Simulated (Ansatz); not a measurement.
# BGeH₃ (quintet): from Hartree-Fock to the top rungs, cc-pVDZ

An exercise on one series of results from a longer session: the logs are not shown, and one member is left open.

Method: cc-pVDZ, core rule «outside noble gas», up to 15 orbitals frozen; program: Ansatz 0.2.0, Gaussian basis.

Plan: UHF; CCSD(T) on ROHF; CCSD(T) on UHF; BCCD(T) on ROHF; CISD; CCSDT(Q) on ROHF; CCSDT(Q) on UHF.

23 further runs of the same task are left out: 1 for a mislabelled method, 2 for a known fault of the program, 8 that didn't finish, 12 set aside as unsound or not needed.

### The system

The geometry is a PBE0/def2-TZVP stationary point (not a proven minimum) of the parent state, kept for this charge and spin. No spin-orbit coupling is included. The filled d shell of Ge may be among the frozen orbitals whatever the setting's name suggests; the logs give the count.

5 atoms, charge 0, spin multiplicity 5.

Atoms are counted from 1 here; the program's logs count them from 0.

Bond lengths: Ge1–B2 2.042 Å, Ge1–H3 1.540 Å, Ge1–H4 1.541 Å, Ge1–H5 1.540 Å. Angles: B2–Ge1–H3 113.2°, B2–Ge1–H4 102.7°, B2–Ge1–H5 113.2°, H3–Ge1–H4 109.4°, H3–Ge1–H5 108.8°, H4–Ge1–H5 109.4°.

The first run:

Input file in.yaml:

```yaml
crystal:
  periodic: [false, false, false]
  atoms:
    - {symbol: Ge, position_ang: [-0.001461, 0.000000, 0.237148]}
    - {symbol: B, position_ang: [0.029551, 0.000003, -1.804248]}
    - {symbol: H, position_ang: [0.648910, 1.252233, 0.854533]}
    - {symbol: H, position_ang: [-1.509666, -0.000094, 0.552300]}
    - {symbol: H, position_ang: [0.649065, -1.252153, 0.854532]}
basis:
  gaussian: {orbitals: cc-pVDZ}
magnetization: {spin_polarized: true, initial_magnetization: 4}
hamiltonian: {xc: hf}
output: {orbitals: {seedname: orbitals}}
```

Command:

```console
> ansatz run in.yaml --threads 1 --pin off --events-out ev --progress --plain --max-ram 2393MiB
```

Steps of the session up to this table: UHF; CCSD(T) on ROHF; CCSD(T) on UHF; BCCD(T) on ROHF; CISD; CCSDT(Q) on ROHF; CCSDT(Q) on UHF.

One table of the session follows, with a row left open; its other results are not shown here.

| method | from UCCSDT(Q) (meV) |
| --- | --- |
| ROHF | +4090.1 |
| UHF | +4031.0 |
| RMP2 | +1003.8 |
| UMP2 | +991.2 |
| CISD | +324.4 |
| RCCSD | +114.2 |
| UCCSD | +110.5 |
| RCCSD(T) | +31.0 |
| UCCSD(T) | ? |
| BCCD(T) | +30.5 |
| RCCSDT | +5.3 |
| UCCSDT | +2.8 |
| RCCSDT(Q) | +2.8 |
| UCCSDT(Q) | 0 |

**Question.** Estimate the row for UCCSD(T).

**Answer.** from UCCSDT(Q) (meV): +28.5. In the column «from UCCSDT(Q) (meV)» it lies between RCCSDT (+5.3) and BCCD(T) (+30.5).

Limits of these values: Restricted and unrestricted rows rest on different reference determinants; where their highest levels disagree by more than a few hundredths of an eV, they describe different states and don't form one ladder.
